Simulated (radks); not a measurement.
# Ag⁴⁺ in [Ar] 3d10 4p6 4d7 5d2: an all-electron calculation

One table from this session's results is given with a row withheld; the runs are named, their logs left out.

Method: scalar-relativistic Kohn-Sham, r2SCAN, spin-polarised, spherical densities, finite nucleus; open shells are filled with parallel spins first. Code: radks (a radial shooting solver on a logarithmic mesh, Libxc functionals) version 1.

## What is computed

* element: silver (Z = 47)
* charge: +4
* electrons: 43
* configuration: [Ar] 3d10 4p6 4d7 5d2
* nuclear rms radius: 4.5454 fm

Outer shells as boxes (Hund's rule):

Ag⁴⁺
```
[Ar] core
3d [↑↓][↑↓][↑↓][↑↓][↑↓]
4p [↑↓][↑↓][↑↓]
4d [↑↓][↑↓][↑ ][↑ ][↑ ]
5d [↑ ][↑ ][  ][  ][  ]
```

Set-up of the first run:

Settings of this run:

```text
Z 47
configuration [Ar] 3d10 4p6 4d7 5d2
relativity scalar-relativistic
functional r2scan,r2scan
spin polarised
nucleus finite rms 4.5454 fm
c 137.035999084
```

One of the session's tables, all rows but one given; the rest of the session is left out.

It belongs to the step «Shells». Sizes of the orbitals, from the radial functions (bohr):

| level | <r> | outermost maximum (interpolated) | 90 % within | nodes |
| --- | --- | --- | --- | --- |
| 1s down | 0.03111 | 0.0202 | 0.0558 | 0 |
| 1s up | 0.03111 | 0.0202 | 0.0558 | 0 |
| 2s up | 0.1349 | 0.114 | 0.208 | 1 |
| 2s down | 0.1348 | 0.114 | 0.208 | 1 |
| 2p up | 0.1177 | 0.0912 | 0.192 | 0 |
| 2p down | ? | ? | ? | ? |
| 3s up | 0.3673 | 0.332 | 0.541 | 2 |
| 3s down | 0.3673 | 0.332 | 0.540 | 2 |
| 3p up | 0.3665 | 0.325 | 0.551 | 1 |
| 3p down | 0.3665 | 0.325 | 0.551 | 1 |
| 3d up | 0.3450 | 0.274 | 0.545 | 0 |
| 3d down | 0.3450 | 0.274 | 0.545 | 0 |
| 4p up | 0.9500 | 0.861 | 1.38 | 2 |
| 4p down | 0.9513 | 0.859 | 1.39 | 2 |
| 4d up | 1.108 | 0.957 | 1.67 | 1 |
| 4d down | 1.114 | 0.959 | 1.68 | 1 |
| 5d up | 2.917 | 2.71 | 4.15 | 2 |

Q: Estimate the row for 2p down from the others.

The run gave: <r>: 0.1177; outermost maximum (interpolated): 0.0911; 90 % within: 0.192; nodes: 0.
